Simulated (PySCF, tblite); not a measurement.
# C₄H₆BFN₂: geometry, infrared bands and NMR shifts

What infrared bands and NMR shifts should C₄H₆BFN₂ (`NB(F)n1cccc1`) show?

Programs: tblite 0.8.0 and PySCF 2.14.0, with density-fitted response routines of our own. Each step states its level of theory. These are calculated values for one molecule in the gas phase, unless marked as measured. Atoms are numbered from 0 throughout.

## (1) The molecule as given

14 atoms, charge 0, multiplicity 1; geometry from: force field or distance geometry start.

Bonds of the start (Å): N0–B1 1.53, B1–F2 1.46, B1–N3 1.52, N3–C4 1.35, C4–C5 1.39, C5–C6 1.38, C6–C7 1.39, C7–N3 1.33, N0–H8 1.05, N0–H9 1.04, C4–H10 1.07, C5–H11 1.08, C6–H12 1.08, C7–H13 1.09.

## (2) Relaxing the molecule with GFN2-xTB

Job settings and geometry (Å):

```
{"job": {"kind": "relax", "xc": "GFN2-xTB", "basis": "xTB"}, "charge": 0, "multiplicity": 1}
N      2.586100    -0.787900    -0.238700
B      1.594300    -0.047200     0.660000
F      2.077500     0.491700     1.925900
N      0.131900     0.117500     0.260600
C     -0.819800     0.734100     0.995300
C     -2.027500     0.684700     0.312300
C     -1.787600     0.002700    -0.864500
C     -0.444700    -0.336300    -0.854000
H      2.204300    -1.750100    -0.388700
H      2.565700    -0.298500    -1.157100
H     -0.657800     1.204100     1.947900
H     -2.969000     1.098400     0.645600
H     -2.516800    -0.224900    -1.622600
H      0.062700    -0.888900    -1.644100
```

Run with:

```sh
$ OMP_NUM_THREADS=1 python probes_run.py task.json out
```

One launch serves the whole session: the jobs run in the order shown.

**Question.** This job is followed by: GFN2-xTB harmonic vibrations, gas phase; GIAO PBE0/pcSseg-1 NMR shielding, non-relativistic, gas phase. What will the session give for the following? strongest single infrared mode (GFN2-xTB); zero-point energy (GFN2-xTB); ¹³C shifts against TMS (PBE0/pcSseg-1, means over atoms taken as alike); ¹H shifts against TMS (PBE0/pcSseg-1, means over atoms taken as alike); ¹⁵N shifts against NH3 (PBE0/pcSseg-1); ¹¹B shifts against BF3·OEt2 (PBE0/pcSseg-1); ¹⁹F shifts against CFCl3 (PBE0/pcSseg-1).

The runs gave:

```
                                                               quantity                  value
                              strongest single infrared mode (GFN2-xTB)  1519 cm⁻¹, 356 km/mol
                                           zero-point energy (GFN2-xTB)          65.1 kcal/mol
¹³C shifts against TMS (PBE0/pcSseg-1, means over atoms taken as alike)       125.1, 118.4 ppm
 ¹H shifts against TMS (PBE0/pcSseg-1, means over atoms taken as alike)   6.91, 6.56, 2.93 ppm
                                 ¹⁵N shifts against NH3 (PBE0/pcSseg-1)        189.4, 58.8 ppm
                            ¹¹B shifts against BF3·OEt2 (PBE0/pcSseg-1)               20.3 ppm
                               ¹⁹F shifts against CFCl3 (PBE0/pcSseg-1)             -146.0 ppm
```

In words: The optimisation took 103 steps and gained 1.484 eV; among the close pairs (by a distance rule), N0–B1 changed most, from 1.530 to 1.389 Å. All 36 modes are real, so the xTB geometry is a minimum. The strongest single mode, at 1519 cm⁻¹, is spread over several atoms, H8, H9, N0, B1 among them. Unscaled tight-binding wavenumbers are off by several per cent, some by more. Its intensities can rank the bands wrongly. At PBE0/pcSseg-1: The largest span, 206 ppm, is at F2, where the paramagnetic term is -152 ppm. NICS(1)zz of -28 ppm above the planar ring from N3 marks a diatropic (aromatic) ring current.
